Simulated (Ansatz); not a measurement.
Set up this calculation in Ansatz 0.2.0, as the native input.

| Item | Value |
| --- | --- |
| Task | projected density of states |
| Functional | PBE |
| Potentials or basis | Ansatz PAW |
| Cutoff | 420 eV (not typed: the program's choice for these potentials) |
| k mesh | 9 × 9 × 9 |
| Occupations | fermi-dirac, width 0.05 eV |
| Spin | collinear spin, ferromagnetic start |
| Starting moments | [1.0, 0.0, 0.0, 0.0] μB |
| Hubbard terms | Yb f U = 2 eV |
| Hubbard projectors | ortho-atomic (the default) |
| Double counting | fll (the default) |

The system is YbH3.

```xyz
4
Lattice="0.0000 2.6050 2.6050 2.6050 0.0000 2.6050 2.6050 2.6050 0.0000" Properties=species:S:1:pos:R:3 pbc="T T T"
Yb    0.0000    0.0000    0.0000
H     2.6050    2.6050    2.6050
H     1.3025    1.3025    1.3025
H     3.9075    3.9075    3.9075
```

The cell comes from a database or a generator and needn't be the stable form of this composition.

The input as run:

input.yaml

```yaml
crystal:
  lattice:
    - [0.0, 2.604971, 2.604971]
    - [2.604971, 0.0, 2.604971]
    - [2.604971, 2.604971, 0.0]
  atoms:
    - { symbol: Yb, position: [0.0, 0.0, 0.0], spin: 1.0 }
    - { symbol: H, position: [0.5, 0.5, 0.5] }
    - { symbol: H, position: [0.25, 0.25, 0.25] }
    - { symbol: H, position: [0.75, 0.75, 0.75] }
hamiltonian:
  xc: pbe
  pseudopotentials: { kind: paw }
  hubbard: { sites: [{ species: Yb, l: f, u_eff: 2.0 }] }
magnetization:
  spin_polarized: true
kpoints:
  mp_grid: { grid: [9, 9, 9] }
scf:
  occupations: { method: fermi_dirac, width: 0.05 }
  n_extra_bands: 10
output:
  forces: true
  stress: true
  eigenvalues: true
  dos: { projected: true, de: 0.05, nscf_kmesh: { grid: [14, 14, 14] } }
```

Potentials or basis: Ansatz PAW.

Launch:

```console
$ ansatz run input.yaml --threads 2 --pin off --max-ram 5632MiB --backend cpu --events-out ev --progress --plain --runs-dir out
```

It gave:

```json
{
  "Pressure": "-4.3 GPa",
  "Band gap on the k mesh": "none (metal or under the smearing width)",
  "Net moment": "0.33 μB per cell",
  "Absolute moment": "0.33 μB per cell",
  "Site moments": "Yb +0.31; H -0.00, +0.00 μB",
  "Density of states at the Fermi level": "2.24 states/eV per cell"
}
```

Caveat: the magnetic or orbital state may not be the lowest; spin-orbit coupling is left out, which moves the levels of the heavy elements.

Wall time 33 s on 2 threads of Arm Neoverse V2, on a shared host, peak memory 0.4 GiB.
